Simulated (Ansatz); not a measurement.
Crystal: GaB.

```
Ga B
1.0
     2.71824    0.00000    0.00000
     0.00000    2.71824    0.00000
     0.00000    0.00000    3.23621
Ga B
1 1
Direct
  0.50000 0.50000 0.50000
  0.00000 0.00000 0.00000
```

The cell was built by a generator and needn't be a form met in nature.

```yaml
Program: Ansatz 0.2.0
Task: relaxation of cell and atoms
Functional: PBEsol
Dispersion: D3(BJ)
Potentials_or_basis: Ansatz PAW
Cutoff: "420 eV (not typed: the program's choice for these potentials)"
k_mesh: 10 × 10 × 8
Occupations: fermi-dirac, width 0.05 eV
Spin: no spin polarisation
```

At the start: volume 11.96 Å³/atom.

Where does the relaxation end?

It ends after 6 steps and the volume is 11.08 Å³/atom (-7.3 %); space group P4/mmm (No. 123, to 0.05 Å).

The path:
```csv
step,energy change (eV),largest force (eV/Å),volume (Å³)
1,0.0000,0.0000,23.91
2,-0.0414,0.0000,22.42
3,-0.0450,0.0000,22.20
4,-0.0452,0.0000,22.18
5,-0.0453,0.0000,22.16
6,-0.0442,0.0000,22.16
```

Final structure:
```yaml
crystal:
  lattice:
    - [2.63092, 0.00000, 0.00000]
    - [0.00000, 2.63092, 0.00000]
    - [0.00000, 0.00000, 3.20205]
  atoms:
    - { symbol: Ga, position: [0.50000, 0.50000, 0.50000] }
    - { symbol: B, position: [0.00000, 0.00000, 0.00000] }
```

Caveat: the plane-wave basis is chosen anew once the cell has moved, so the energies of steps on either side of that aren't comparable; pairwise dispersion overbinds metals, which lowers pressure and volume; the PAW data sets come from PBE, with cores solved anew for the run's functional, which leaves a small shift of forces and pressure.
